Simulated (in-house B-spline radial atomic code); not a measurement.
**Pb⁺: numerical settings, good and bad**

Which of these inputs for Pb⁺ still give the converged answer?

Method: non-relativistic PW91, spin-polarised, spherical fractional occupations, point nucleus, basis-set limit. Code: in-house B-spline radial atomic code version 1.

### Step 1. What is computed

```
element       : lead (Z = 82)
charge        : +1
electrons     : 81
configuration : [Xe] 4f14 5d10 6s2 6p1
Hamiltonian   : non-relativistic
nucleus       : point
```

The outer shells:

[Xe] 4f14 5d10 6s2 6p1
```
[Xe] core
4f [↑↓][↑↓][↑↓][↑↓][↑↓][↑↓][↑↓]
5d [↑↓][↑↓][↑↓][↑↓][↑↓]
6s [↑↓]
6p [↑ ][  ][  ]
```

Where spins are not typed, each open shell is filled with up spins first.

A run counts as converged when the orbital gradient is under the tolerance times 82 hartree (or under the basis's noise floor) and the energy moved by less than 1e-8 hartree times the root of its size. Energy differences under 6e-05 hartree are noise.

Settings, as recorded:

```ini
Z = 82
electrons = 81.0
configuration = [Xe] 4f14 5d10 6s2 6p1
hamiltonian = nr
method = pw91,pw91
spin_polarised = True
knot_spacing = 0.22
spline_order = 8
gauss_points = 12
box_radius = 35.29
max_iterations = 70
damping = 0.5
damped_steps = 3
diis_vectors = 10
tolerance = 1e-08
start = Thomas-Fermi
```

This reference run was done before. Its total energy is -19529.224353 hartree, and its levels are (the highest eight at most):

```csv
orbital,occupation,energy (eV),<r> (bohr)
5s down,1,-122.01,0.9490
5p up,3,-87.585,1.019
5p down,3,-87.548,1.019
5d up,5,-32.059,1.278
5d down,5,-31.948,1.273
6s up,1,-16.692,2.524
6s down,1,-15.984,2.515
6p up,1,-10.315,3.071
```

### Step 2. Starting potential bare nucleus

Settings, as recorded:

```ini
Z = 82
electrons = 81.0
configuration = [Xe] 4f14 5d10 6s2 6p1
hamiltonian = nr
method = pw91,pw91
spin_polarised = True
knot_spacing = 0.22
spline_order = 8
gauss_points = 12
box_radius = 35.29
max_iterations = 70
damping = 0.5
damped_steps = 3
diis_vectors = 10
tolerance = 1e-08
start = bare nucleus
```

Launch:

```console
$ python run_scf.py task.json out
```

task.json lists these runs, among others, and the program works through them in turn.

### Step 3. Gauss points an interval 16; cap on iterations 75; number of damped steps 30; convergence tolerance 0.001; starting potential bare nucleus

Settings, as recorded:

```ini
Z = 82
electrons = 81.0
configuration = [Xe] 4f14 5d10 6s2 6p1
hamiltonian = nr
method = pw91,pw91
spin_polarised = True
knot_spacing = 0.22
spline_order = 8
gauss_points = 16
box_radius = 35.29
max_iterations = 75
damping = 0.5
damped_steps = 30
diis_vectors = 10
tolerance = 0.001
start = bare nucleus
```

### Step 4. Box radius 5.29; cap on iterations 50; convergence tolerance 0.0001

Settings, as recorded:

```ini
Z = 82
electrons = 81.0
configuration = [Xe] 4f14 5d10 6s2 6p1
hamiltonian = nr
method = pw91,pw91
spin_polarised = True
knot_spacing = 0.22
spline_order = 8
gauss_points = 12
box_radius = 5.29
max_iterations = 50
damping = 0.5
damped_steps = 3
diis_vectors = 10
tolerance = 0.0001
start = Thomas-Fermi
```

### Step 5. Cap on iterations 75; damping (share of the old matrix) 0.8; number of damped steps 8; number of DIIS vectors 4; convergence tolerance 1e-06

Settings, as recorded:

```ini
Z = 82
electrons = 81.0
configuration = [Xe] 4f14 5d10 6s2 6p1
hamiltonian = nr
method = pw91,pw91
spin_polarised = True
knot_spacing = 0.22
spline_order = 8
gauss_points = 12
box_radius = 35.29
max_iterations = 75
damping = 0.8
damped_steps = 8
diis_vectors = 4
tolerance = 1e-06
start = Thomas-Fermi
```

### Step 6. Gauss points an interval 6; cap on iterations 75; convergence tolerance 0.001

Settings, as recorded:

```ini
Z = 82
electrons = 81.0
configuration = [Xe] 4f14 5d10 6s2 6p1
hamiltonian = nr
method = pw91,pw91
spin_polarised = True
knot_spacing = 0.22
spline_order = 8
gauss_points = 6
box_radius = 35.29
max_iterations = 75
damping = 0.5
damped_steps = 3
diis_vectors = 10
tolerance = 0.001
start = Thomas-Fermi
```

### Step 7. Configuration [Xe] 4f14 5d10 6s2 6p7

Settings, as recorded:

```ini
Z = 82
electrons = 87.0
configuration = [Xe] 4f14 5d10 6s2 6p7
hamiltonian = nr
method = pw91,pw91
spin_polarised = True
knot_spacing = 0.22
spline_order = 8
gauss_points = 12
box_radius = 35.29
max_iterations = 50
damping = 0.5
damped_steps = 3
diis_vectors = 10
tolerance = 1e-08
start = Thomas-Fermi
```

Q: Which of these runs converge to the reference energy, which miss it and by about how much, and which fail?

The runs gave:

| run | outcome | iterations | energy less the reference (hartree) |
| --- | --- | --- | --- |
| reference | converged | 10 | 0 |
| starting potential bare nucleus | converged | 13 | below noise |
| Gauss points an interval 16; cap on iterations 75; number of damped steps 30; convergence tolerance 0.001; starting potential bare nucleus | converged | 15 | below noise |
| box radius 5.29; cap on iterations 50; convergence tolerance 0.0001 | converged | 9 | +0.0566 |
| cap on iterations 75; damping (share of the old matrix) 0.8; number of damped steps 8; number of DIIS vectors 4; convergence tolerance 1e-06 | converged | 14 | below noise |
| Gauss points an interval 6; cap on iterations 75; convergence tolerance 0.001 | converged | 9 | below noise |
| Configuration [Xe] 4f14 5d10 6s2 6p7 | refused | - | - |

**Reading.** Of 6 changed inputs, 4 gave the reference energy within 6e-05 hartree, 1 converged to another value and 1 met a refusal. The worst converged miss is +0.0566 hartree (box radius 5.29; cap on iterations 50; convergence tolerance 0.0001): that the iterations converge says nothing of the basis, the quadrature or the box.
